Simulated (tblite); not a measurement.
# C4H8GeS2Se: the cost of one run

The runs use tblite 0.8.0 and PySCF 2.14.0, with density-fitted response routines of our own; the level of theory stands in each step. All values are computed, except where a source is named. Atoms are numbered from 0 throughout.

## (1) Starting geometry

16 atoms, charge 0, multiplicity 1; geometry from: force field or distance geometry start.

Bonds of the start (Å): C0–C1 1.50, C1–S2 1.42, C1–C3 1.50, C3–C4 1.51, C4–S5 1.44, C4–Se6 1.93, Se6–Ge7 2.33, C0–H8 1.11, C0–H9 1.12, C0–H10 1.11, C3–H11 1.12, C3–H12 1.11, Ge7–H13 1.55, Ge7–H14 1.56, Ge7–H15 1.56.

## (2) Relaxing the molecule with GFN2-xTB

What the job is given:

```
{"job": {"kind": "relax", "xc": "GFN2-xTB", "basis": "xTB"}, "charge": 0, "multiplicity": 1}
C     -3.018800     0.259800     0.236300
C     -1.536200     0.118900     0.079800
S     -0.788000     0.913400    -0.829500
C     -0.885900    -0.907600     0.954800
C      0.602600    -0.983900     0.745900
S      1.238400    -2.187900     0.291800
Se     1.572900     0.646000     1.081200
Ge     3.489000     0.901800    -0.226700
H     -3.219900     1.306500    -0.085700
H     -3.322900     0.078600     1.303800
H     -3.489100    -0.460600    -0.462300
H     -1.120800    -0.652800     2.017200
H     -1.345700    -1.909000     0.797800
H      4.192500     2.203400     0.251200
H      3.161600     0.948100    -1.751300
H      4.462500    -0.265700     0.119200
```

The run is started by

```sh
OMP_NUM_THREADS=1 python probes_run.py task.json out
```

One launch serves the whole session: the jobs run in the order shown.

Q: Estimate the wall time and peak memory of this first job on 1 thread of Arm Neoverse V1, shared host.

About 2.3 s, with a peak of 0.18 GiB.
